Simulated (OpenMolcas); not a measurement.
**Pt²⁺: CASSCF and CASPT2 terms and fine-structure levels**

Aim: the low terms and levels of Pt²⁺, with their order and spacing, then second-order correlation under several settings.

Program: OpenMolcas 26.06. Level of theory: state-averaged CASSCF and CASPT2, spin-orbit coupling by RASSI with atomic mean-field integrals. These are calculated values, not measurements, unless marked.

**1. Starting point**

```
Species                           : Pt²⁺ (platinum, Z = 78, 76 electrons)
Basis                             : ANO-RCC-VQZP [9s8p6d4f2g1h], 120 functions
Scalar Hamiltonian                : DKH2, point nucleus
Inactive shells                   : 1s 2s 2p 3s 3p 3d 4s 4p 4d 4f 5s 5p
Active space                      : 8 electrons in 10 orbitals (5d 6d)
Some configurations of this space : 5d⁸
Orbitals                          : optimised for each spin and parity, averaged over all roots
```

The outer shells:

5d8
```
5d [↑↓][↑↓][↑↓][↑ ][↑ ]
```

Each step is its own input file, run in one work folder so that later steps find the files of earlier ones. Labels, J, g values, rates, χT and fits are worked out afterwards by a script from the matrices that RASSI stores.

**2. GATEWAY and SEWARD: basis and integrals**

a.inp

```
&GATEWAY
Coord
1

Pt 0.0 0.0 0.0
Basis=ANO-RCC-VQZP
Group=XYZ
NoMove
AngMom=0.0 0.0 0.0
AMFI
&SEWARD
```

Launch:

```bash
> OMP_NUM_THREADS=1 MOLCAS_MEM=1689 MOLCAS_PROJECT=a pymolcas a.inp > a.log
```

**3. A small preliminary run for start orbitals**

a.inp

```
&RASSCF
FileOrb=start.orb
Symmetry=1
Spin=3
nActEl=8 0 0
Inactive=15 19
Ras2=5 0
CIRoot=10 10 1
SDav=10
CIMx=300
Iter=120 100
PrWF=0.3
OrbListing=Nothing
MaxOrb=0
Atom
>>> COPY $Project.JobIph JOBPRE
```

**4. Reference wave functions, triplets of even parity, 10 roots**

a.inp

```
&RASSCF
FileOrb=start.orb
Symmetry=1
Spin=3
nActEl=8 0 0
Inactive=15 19
Ras2=10 0
CIRoot=10 10 1
SDav=500
CIMx=300
Iter=120 100
PrWF=0.3
OrbListing=Nothing
MaxOrb=0
Atom
>>> COPY $Project.JobIph JOB001
```

**5. CASSCF: singlets of even parity, 15 roots**

a.inp

```
&RASSCF
FileOrb=start.orb
Symmetry=1
Spin=1
nActEl=8 0 0
Inactive=15 19
Ras2=10 0
CIRoot=15 15 1
SDav=500
CIMx=300
Iter=120 100
PrWF=0.3
OrbListing=Nothing
MaxOrb=0
Atom
>>> COPY $Project.JobIph JOB002
```

**6. RASSI: spin-orbit coupling between the states**

a.inp

```
&RASSI
NrOfJobIphs=2 10 15
1 2 3 4 5 6 7 8 9 10
1 2 3 4 5 6 7 8 9 10 11 12 13 14 15
IphNames
JOB001
JOB002
EJob
SpinOrbit
DIPRint=1.0
SOCoupling=1000.0
Subsets=2
MEES
Property=10
'ANGMOM' 1 'ANGMOM' 2 'ANGMOM' 3 'MLTPL  1' 1 'MLTPL  1' 2 'MLTPL  1' 3
'AMFI' 1 'AMFI' 2 'AMFI' 3 'MLTPL  2' 6
SOProperty=3
'ANGMOM' 1 'ANGMOM' 2 'ANGMOM' 3
```

**7. CASPT2: IPEA 0.25, imaginary shift 0.1 (closed shells correlated: 5s 5p)**

a.inp

```
>>> COPY JOB001 $Project.JobIph
&CASPT2
Multistate=10 1 2 3 4 5 6 7 8 9 10
Frozen=14 16
IPEA=0.25
Imaginary=0.1
MaxIter=60
WThr=0.0 0.3 0.05
PrWF=0.5
NoMix
>>> COPY JOB002 $Project.JobIph
&CASPT2
Multistate=15 1 2 3 4 5 6 7 8 9 10 11 12 13 14 15
Frozen=14 16
IPEA=0.25
Imaginary=0.1
MaxIter=60
WThr=0.0 0.3 0.05
PrWF=0.5
NoMix
```

**8. CASPT2: IPEA 0, imaginary shift 0.1 (closed shells correlated: 5s 5p)**

Changes to a.inp since step 7:

```diff
@@ -4,3 +4,3 @@
 Frozen=14 16
-IPEA=0.25
+IPEA=0.0
 Imaginary=0.1
@@ -14,3 +14,3 @@
 Frozen=14 16
-IPEA=0.25
+IPEA=0.0
 Imaginary=0.1
```

(Steps that only read results are left out.)

Before running it: what results should come out? Wanted: lowest level; first excited level; spin-orbit lowering of the lowest level; strongest of the lines computed, by gA.

As calculated:

| quantity | value |
| --- | --- |
| method | SS-CASPT2, IPEA 0.25, imaginary shift 0.1 (closed shells correlated: 5s 5p) |
| lowest level | 5d⁸ ³F₄, 96 % of that term, g = 1.240 |
| ground level listed by NIST | 3F4 |
| first excited level | 5d⁸ ¹D₂ at 6090 cm⁻¹ |
| spin-orbit lowering of the lowest level | 7823 cm⁻¹ |
| strongest of the lines computed, by gA (one parity, so forbidden lines), at SS-CASPT2 energies | 5d⁸ ¹D₂ → 5d⁸ ³F₃, 632.2 nm, A = 4.55e+01 s⁻¹ |

Cost and accuracy by method:

| method | time of its own steps | time with the reference | mean absolute difference from the measured levels (cm-1) |
| --- | --- | --- | --- |
| A. CASSCF | 74 s | 74 s | 4000 |
| B. SS-CASPT2, IPEA 0.25, imaginary shift 0.1, +5s 5p | 10 min | 11 min | 1500 |
| C. SS-CASPT2, IPEA 0, imaginary shift 0.1, +5s 5p | 11 min | 12 min | 1300 |

Times are of one thread on a shared host.

What this shows: The multiplet ³F is inverted. Second-order correlation (method B) scales the levels of the lowest configuration above 5000 cm⁻¹ by 0.81 to 1.01. Method C lies closest to the measured levels (1300 cm⁻¹ on average) and A farthest (4000). Only the configurations of the active space and the roots asked for are present. Not all states of the active space went into the spin-orbit step. CASPT2 does not keep the components of a term degenerate, and the means are used. The levels of the extra active shells were not computed. Levels of other configurations are missing from the list.
